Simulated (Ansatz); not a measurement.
# C3H8OSi: up Jacob's ladder to CCSD(T)

One table from this session's results is given with a row withheld; the runs are named, their logs left out.

Computed with Ansatz 0.2.0, Gaussian basis. Level: functionals in def2-TZVPP, the program's frozen cores in correlated methods.

Plan: LDA (SPW92), PBE-D4, revPBE-D4, BLYP-D4, r2SCAN-D4, B97M-V, PBE0-D4, B3LYP-D4, r2SCANh-D4, r2SCAN0-D4, HSE06-D4, BHLYP-D4, CAM-B3LYP-D4, LC-ωPBE, ωB97X-V, ωB97M-V, B2PLYP, PBE-QIDH; CCSD(T)/def2-SVP; CCSD(T)/def2-TZVPP; MP2/def2-QZVPP; extrapolation to the limit; RPA on PBE.

### The geometry

All runs share one geometry, relaxed beforehand with PBE0-D4 in a triple-zeta def2 set.

SMILES `CC(C)[Si]O`, 13 atoms, charge 0, spin multiplicity 1.

Atoms are counted from 1 here; the program's logs count them from 0.

Bond lengths: C1–C2 1.520 Å, C1–H6 1.095 Å, C1–H7 1.096 Å, C1–H8 1.095 Å, C2–C3 1.531 Å, C2–Si4 1.927 Å, C2–H9 1.103 Å, C3–H10 1.094 Å, C3–H11 1.095 Å, C3–H12 1.095 Å, Si4–O5 1.654 Å, O5–H13 0.963 Å. Angles: C2–C1–H6 112.3°, C2–C1–H7 111.4°, C2–C1–H8 111.8°, H6–C1–H7 108.0°, H6–C1–H8 106.7°, H7–C1–H8 106.4°, C1–C2–C3 111.9°, C1–C2–Si4 117.3°, C1–C2–H9 108.7°, C3–C2–Si4 108.0°, C3–C2–H9 107.2°, Si4–C2–H9 103.0°, C2–C3–H10 112.0°, C2–C3–H11 111.2°, C2–C3–H12 111.4°, H10–C3–H11 107.2°, H10–C3–H12 107.5°, H11–C3–H12 107.2° and more.

As a file:

```xyz
13
C3H8OSi
C    -1.1141    0.0682    0.4522
C     0.4041    0.0387    0.3865
C     0.9282   -1.3125   -0.1064
Si    1.2702    1.4215   -0.6384
O    -0.0010    2.3133   -1.2068
H    -1.4942    1.0080    0.8668
H    -1.5604   -0.0694   -0.5397
H    -1.5089   -0.7352    1.0829
H     0.8058    0.1943    1.4016
H     2.0211   -1.3349   -0.1584
H     0.5515   -1.5422   -1.1086
H     0.6127   -2.1280    0.5520
H    -0.8947    2.0434   -0.9687
```

The first run:

in.yaml reads:

```yaml
crystal:
  periodic: [false, false, false]
  atoms:
    - {symbol: C, position_ang: [-1.114145, 0.068231, 0.452235]}
    - {symbol: C, position_ang: [0.404067, 0.038687, 0.386451]}
    - {symbol: C, position_ang: [0.928182, -1.312478, -0.106418]}
    - {symbol: Si, position_ang: [1.270199, 1.421480, -0.638373]}
    - {symbol: O, position_ang: [-0.000961, 2.313312, -1.206789]}
    - {symbol: H, position_ang: [-1.494212, 1.007994, 0.866757]}
    - {symbol: H, position_ang: [-1.560387, -0.069351, -0.539651]}
    - {symbol: H, position_ang: [-1.508870, -0.735248, 1.082867]}
    - {symbol: H, position_ang: [0.805757, 0.194298, 1.401566]}
    - {symbol: H, position_ang: [2.021133, -1.334858, -0.158393]}
    - {symbol: H, position_ang: [0.551479, -1.542190, -1.108625]}
    - {symbol: H, position_ang: [0.612727, -2.127991, 0.551985]}
    - {symbol: H, position_ang: [-0.894668, 2.043415, -0.968713]}
basis:
  gaussian: {orbitals: def2-TZVPP}
hamiltonian: {xc: lda}
output: {orbitals: {seedname: orbitals}}
```

Run with:

```sh
$ ansatz run in.yaml --threads 4 --pin off --events-out ev --progress --plain --max-ram 10444MiB
```

Among the steps run: LDA; PBE-D4 (GGA); revPBE-D4 (GGA); BLYP-D4 (GGA); r2SCAN-D4 (meta-GGA); B97M-V (meta-GGA); PBE0-D4 (hybrid); B3LYP-D4 (hybrid); r2SCANh-D4 (hybrid); r2SCAN0-D4 (hybrid); HSE06-D4 (hybrid); BHLYP-D4 (hybrid); CAM-B3LYP-D4 (range-separated); LC-ωPBE (range-separated); ωB97X-V (range-separated); ωB97M-V (range-separated); B2PLYP (double hybrid); PBE-QIDH (double hybrid).

One table of the session follows, with a row left open; its other results are not shown here.

It belongs to the step «Frontier levels by functional». 

```
  functional  HOMO (eV)  LUMO (eV)  gap (eV)
 LDA (SPW92)      -5.15      -2.57      2.58
      PBE-D4      -5.05      -2.38      2.67
   revPBE-D4          ?          ?         ?
     BLYP-D4      -4.94      -2.24      2.70
   r2SCAN-D4      -5.24      -2.26      2.97
      B97M-V      -5.32      -2.23      3.09
     PBE0-D4      -6.11      -1.54      4.57
    B3LYP-D4      -5.95      -1.74      4.21
  r2SCANh-D4      -5.63      -1.94      3.69
  r2SCAN0-D4      -6.23      -1.47      4.75
    HSE06-D4      -5.72      -1.92      3.80
    BHLYP-D4      -7.09      -0.62      6.47
CAM-B3LYP-D4      -7.40      -0.45      6.96
     LC-ωPBE      -8.66       0.67      9.33
     ωB97X-V      -8.36       0.55      8.92
     ωB97M-V      -8.20       0.42      8.62
```

**Question.** Estimate the row for revPBE-D4.

The run gave: HOMO (eV): -5.01; LUMO (eV): -2.30; gap (eV): 2.71. In the column «HOMO (eV)» it lies between PBE-D4 (-5.05) and BLYP-D4 (-4.94).
